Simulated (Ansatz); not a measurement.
# Al10As9 wurtzite ring sphere (Al10As9H26−): geometry, orbitals and charge

What does Al10As9 wurtzite ring sphere (Al10As9H26−) look like as a singlet, and where do its frontier electrons sit?

Program: Ansatz 0.2.0, Gaussian basis. Level of theory: RKS PBE0-D4/def2-TZVP. These are calculated values, not measurements.

Plan: relaxation at PBE-D4/def2-SVP; a single point at PBE0-D4/def2-TZVP.

### 1 The starting structure

45 atoms, charge -1, spin multiplicity 1.

Atoms are counted from 1 here; the program's logs count them from 0.

Bond lengths: Al1–As2 2.522 Å, Al1–As5 2.438 Å, Al1–H20 1.576 Å, Al1–H21 1.613 Å, As2–Al7 2.503 Å, As2–H22 1.531 Å, As2–H23 1.516 Å, Al3–As4 2.500 Å, Al3–As5 2.438 Å, Al3–H24 1.582 Å, Al3–H25 1.618 Å, As4–Al9 2.500 Å, As4–H26 1.531 Å, As4–H27 1.520 Å, As5–Al6 2.516 Å, As5–Al14 2.532 Å, Al6–As8 2.516 Å, Al6–As10 2.518 Å and more. Angles: As2–Al1–As5 103.9°, As2–Al1–H20 107.6°, As2–Al1–H21 100.7°, As5–Al1–H20 115.8°, As5–Al1–H21 116.4°, H20–Al1–H21 110.7°, Al1–As2–Al7 109.4°, Al1–As2–H22 126.9°, Al1–As2–H23 87.6°, Al7–As2–H22 122.9°, Al7–As2–H23 83.8°, H22–As2–H23 89.5°, As4–Al3–As5 106.0°, As4–Al3–H24 105.2°, As4–Al3–H25 102.5°, As5–Al3–H24 112.8°, As5–Al3–H25 115.7°, H24–Al3–H25 113.2° and more.

The ion is computed in the gas phase, without counter-ions or solvent.

The start is a GFN2-xTB geometry.

### 2 Relaxation at PBE-D4/def2-SVP

Contents of in.yaml:

```yaml
crystal:
  periodic: [false, false, false]
  atoms:
    - {symbol: Al, position_ang: [1.291020, -4.213810, -0.304450]}
    - {symbol: As, position_ang: [0.561590, -4.363910, 2.105250]}
    - {symbol: Al, position_ang: [0.883550, -2.164540, -3.405310]}
    - {symbol: As, position_ang: [-0.171180, -0.106240, -4.353260]}
    - {symbol: As, position_ang: [-0.227500, -2.570650, -1.273950]}
    - {symbol: Al, position_ang: [-1.838350, -1.056360, -0.073920]}
    - {symbol: Al, position_ang: [0.619650, -2.083770, 3.137040]}
    - {symbol: As, position_ang: [-1.383670, -0.799760, 2.387140]}
    - {symbol: Al, position_ang: [-1.424650, 1.841960, -3.414490]}
    - {symbol: As, position_ang: [-2.339060, 1.096090, -1.281800]}
    - {symbol: Al, position_ang: [-3.007130, 3.230110, -0.305420]}
    - {symbol: Al, position_ang: [-1.495510, 1.578250, 3.133520]}
    - {symbol: As, position_ang: [-3.504090, 2.656450, 2.097730]}
    - {symbol: Al, position_ang: [2.039250, -1.514990, -0.875060]}
    - {symbol: As, position_ang: [2.156480, -0.922270, 1.644890]}
    - {symbol: As, position_ang: [1.643940, 0.949210, -1.499790]}
    - {symbol: Al, position_ang: [-0.293600, 2.524620, -0.883800]}
    - {symbol: Al, position_ang: [2.465220, 1.425790, 2.385820]}
    - {symbol: As, position_ang: [0.276620, 2.332730, 1.642450]}
    - {symbol: H, position_ang: [1.212370, -5.664570, -0.916300]}
    - {symbol: H, position_ang: [2.825870, -3.752420, -0.124130]}
    - {symbol: H, position_ang: [0.342640, -5.640930, 2.921080]}
    - {symbol: H, position_ang: [2.029980, -4.391390, 2.482030]}
    - {symbol: H, position_ang: [0.601410, -3.301060, -4.468920]}
    - {symbol: H, position_ang: [2.444310, -1.748980, -3.315990]}
    - {symbol: H, position_ang: [-1.491720, -0.864050, -4.195750]}
    - {symbol: H, position_ang: [-0.326640, -0.200400, -5.862280]}
    - {symbol: H, position_ang: [-3.221250, -1.848950, -0.149600]}
    - {symbol: H, position_ang: [0.790540, -2.255300, 4.687630]}
    - {symbol: H, position_ang: [-2.702270, -1.555810, 2.680100]}
    - {symbol: H, position_ang: [-2.547130, 2.160580, -4.482610]}
    - {symbol: H, position_ang: [-0.284870, 2.984520, -3.328700]}
    - {symbol: H, position_ang: [-4.295340, 3.897510, -0.922540]}
    - {symbol: H, position_ang: [-1.835900, 4.320990, -0.114990]}
    - {symbol: H, position_ang: [-1.566450, 1.818080, 4.681300]}
    - {symbol: H, position_ang: [-4.721860, 3.109720, 2.905370]}
    - {symbol: H, position_ang: [-2.795410, 3.943020, 2.470790]}
    - {symbol: H, position_ang: [3.601060, -1.557040, -1.085360]}
    - {symbol: H, position_ang: [3.494670, -1.546480, 2.037100]}
    - {symbol: H, position_ang: [2.401590, 1.386940, -2.742160]}
    - {symbol: H, position_ang: [2.710580, 1.568880, -0.607680]}
    - {symbol: H, position_ang: [0.440480, 3.900430, -1.100910]}
    - {symbol: H, position_ang: [2.553730, 1.468000, 3.968030]}
    - {symbol: H, position_ang: [3.684580, 2.132050, 1.670290]}
    - {symbol: H, position_ang: [0.402470, 3.797750, 2.051590]}
basis:
  gaussian: {orbitals: def2-SVP, fitting: {mean_field: def2-universal-jkfit}}
total_charge: -1
hamiltonian: {xc: pbe, dispersion: d4}
scf: {lower_state_search: "off"}
output: {orbitals: {seedname: orbitals}}
relax: {f_tol: 0.03, max_steps: 70}
```

Command:

```bash
> ansatz run in.yaml --threads 4 --pin off --events-out ev --progress --plain --max-ram 46080MiB --backend cuda --devices 0, --max-vram 37GiB
```

The runs that follow: Single point, PBE0-D4/def2-TZVP.

Q: Predict the results of all the runs planned. Wanted: point group; commonest bond, hydrogen aside; HOMO, LUMO at PBE0-D4/def2-TZVP.

**Answer**, as computed:

| quantity | value |
| --- | --- |
| point group | Cs |
| commonest bond, hydrogen aside | Al–As, 25 of mean length 2.502 Å |
| HOMO, LUMO at PBE0-D4/def2-TZVP | -4.35, 0.90 eV |

In words: The molecule keeps its bonding pattern by the stored test; the atoms moved 0.89 Å (rms), and the angle Al1–As5–Al14 went from 70° to 108°. No usable vibrations, so a minimum isn't proven. The HOMO lies nearest to As5, As10 about 19 % each; As4 7 % and the LUMO to As8 12 %; As15, As19 about 9 % each. Whether this spin is the lowest isn't tested here. The point group is read from a loosely relaxed geometry; soft torsions can leave it below the true symmetry.
